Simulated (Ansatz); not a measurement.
NbTe:

```
Te Nb
1.0
     3.70297    0.00000    0.00000
    -1.85149    3.20687    0.00000
     0.00000    0.00000    3.69421
Te Nb
1 1
Direct
  0.66667 0.33333 0.00000
  0.00000 0.00000 0.50000
```

The cell comes from a database or a generator and needn't be the stable form of this composition.

Base run:

- Program: Ansatz 0.2.0
- Functional: PBE
- Potentials or basis: all-electron LAPW, scalar-relativistic
- Cutoff: 233 eV
- Density cutoff: 934 eV
- Basis error allowed: 0.001 eV/atom
- k mesh: 8 × 8 × 7
- Occupations: fermi-dirac, width 0.05 eV
- Spin: no spin polarisation

Its results: band gap on the k mesh none (metal or under the smearing width); pressure -0.6 GPa.

Question: The run is repeated on the same cell with these changes: functional from PBE to PBEsol; occupations from fermi-dirac, width 0.05 eV to gaussian, width 0.05 eV. What comes out?

Answer: Band gap on the k mesh none (metal or under the smearing width); pressure -5.3 GPa.

Not every run made on this cell is shown here.
